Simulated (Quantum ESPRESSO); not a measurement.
Input of a Quantum ESPRESSO 7.5 run:

pw.in

```
&CONTROL
  calculation = 'scf'
  prefix = 'pwscf'
  outdir = './tmp'
  pseudo_dir = './pseudo'
  tprnfor = .true.
  disk_io = 'low'
/
&SYSTEM
  ibrav = 0
  celldm(1) = 8
  nat = 6
  ntyp = 2
  ecutwfc = 45
  ecutrho = 360
  nbnd = 15
  occupations = 'smearing'
  smearing = 'fd'
  degauss = 0.00367493
/
&ELECTRONS
  conv_thr = 6d-09
  electron_maxstep = 150
  mixing_beta = 0.3
  mixing_mode = 'local-TF'
/
ATOMIC_SPECIES
Ti    47.8670 ti_pbe_v1.4.uspp.F.UPF
H      1.0080 h_pbe_v1.4.uspp.F.UPF
CELL_PARAMETERS alat
  0.7222391518860   0.0000000000000   0.0000000000000
 -0.3611195759430   0.6254757256746   0.0000000000000
  0.0000000000000   0.0000000000000   7.2959396596308
ATOMIC_POSITIONS crystal
Ti     0.6666700000    0.3333300000    0.2752000000
H      0.3333300000    0.6666700000    0.3100500000
H      0.3333300000    0.6666700000    0.2403500000
H      0.6666700000    0.3333300000    0.2178000000
H      0.6666700000    0.3333300000    0.3326000000
H      0.0000000000    0.0000000000    0.2752000000
K_POINTS automatic
10 10 1 0 0 0
```

File pp_density.in:

```
&INPUTPP
  prefix = 'pwscf'
  outdir = './tmp'
  filplot = 'density.dat'
  plot_num = 0
/
&PLOT
  nfile = 1
  filepp(1) = 'density.dat'
  iflag = 3
  output_format = 6
  fileout = 'density.cube'
/
```

Contents of pp_potential.in:

```
&INPUTPP
  prefix = 'pwscf'
  outdir = './tmp'
  filplot = 'potential.dat'
  plot_num = 11
/
&PLOT
  nfile = 1
  filepp(1) = 'potential.dat'
  iflag = 3
  output_format = 6
  fileout = 'potential.cube'
/
```

Potentials or basis: GBRV 1.5 PBE.

Launch:

```sh
$ OMP_NUM_THREADS=1 mpirun -n 2 pw.x -nk 2 -in pw.in > pw.out
$ OMP_NUM_THREADS=1 mpirun -n 1 pp.x -in pp_density.in > pp_density.out
$ OMP_NUM_THREADS=1 mpirun -n 1 pp.x -in pp_potential.in > pp_potential.out
```

Task: Predict the work function of the upper face.

Result: 6.06 eV.

Task: What does it give for the work function of the lower face?

Result: 6.06 eV.

Task: What does it give for the band gap on the k mesh?

Result: None (metal or under the smearing width).

Task: Estimate the largest force.

Result: 0.006 eV/Å.

Forces on the atoms (eV/Å):
```
Ti   0.000  0.000  0.000
H    0.000  0.000 -0.005
H    0.000  0.000  0.005
H    0.000  0.000 -0.006
H    0.000  0.000  0.006
H    0.000  0.000  0.000
```
